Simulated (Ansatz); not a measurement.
Here is an Ansatz 0.2.0 calculation.

input.yaml

```yaml
crystal:
  lattice:
    - [2.34435, 1.3535111036, 5.1243333333]
    - [-2.34435, 1.3535111036, 5.1243333333]
    - [0.0, -2.7070222071, 5.1243333333]
  atoms:
    - { symbol: Fe, position: [0.5, 0.5, 0.5], spin: 3.0 }
    - { symbol: Fe, position: [0.0, 0.0, 0.0], spin: 3.0 }
    - { symbol: O, position: [0.0243, 0.75, 0.4757] }
    - { symbol: O, position: [0.75, 0.4757, 0.0243] }
    - { symbol: O, position: [0.4757, 0.0243, 0.75] }
    - { symbol: O, position: [0.9757, 0.25, 0.5243] }
    - { symbol: O, position: [0.25, 0.5243, 0.9757] }
    - { symbol: O, position: [0.5243, 0.9757, 0.25] }
    - { symbol: C, position: [0.75, 0.75, 0.75] }
    - { symbol: C, position: [0.25, 0.25, 0.25] }
hamiltonian:
  xc: pbesol
  pseudopotentials: { kind: paw }
magnetization:
  spin_polarized: true
kpoints:
  mp_grid: { grid: [7, 7, 7] }
  band_path:
    path:
      - [[0.0, 0.0, 0.0], [0.5, 0.0, 0.0], [0.5, 0.2131778771, -0.2131778771]]
      - [[0.7868221229, 0.5, 0.2131778771], [0.5, 0.5, 0.5], [0.0, 0.0, 0.0], [0.3565889385, 0.0, -0.3565889385]]
      - [[0.6434110615, 0.3565889385, 0.0], [0.5, 0.5, 0.0], [0.6434110615, 0.6434110615, 0.2131778771], [0.5, 0.5, 0.5]]
      - [[0.5, 0.0, 0.0], [0.7868221229, 0.3565889385, 0.3565889385]]
    npoints: 10
scf:
  occupations: { method: fermi_dirac, width: 0.05 }
  n_extra_bands: 25
output:
  forces: true
  stress: true
  eigenvalues: true
  fatbands: true
```

Potentials or basis: Ansatz PAW.

Launch:

```console
$ ansatz run input.yaml --threads 4 --pin off --max-ram 11264MiB --backend cpu --events-out ev --progress --plain --runs-dir out
```

Q: Estimate the site moments.

A: Fe +3.40; O +0.06; C +0.01 μB.

Q: What does it give for the absolute moment?

A: 8.01 μB per cell.

Forces in eV/Å, atoms in the order of the input:
```
Fe   0.000  0.000  0.000
Fe   0.000  0.000  0.000
O    0.259  0.448  0.000
O    0.259 -0.448  0.000
O   -0.517  0.000  0.000
O   -0.259 -0.448  0.000
O   -0.259  0.448  0.000
O    0.517  0.000  0.000
C    0.000  0.000  0.000
C    0.000  0.000  0.000
```

Caveat: semilocal functionals often make such compounds metallic where correlation or magnetic order opens a gap, which also shifts bond lengths; only a ferromagnetic start was run, and an antiferromagnetic order may lie lower in energy; the PAW data sets come from PBE, with cores solved anew for the run's functional, which leaves a small shift of forces and pressure.
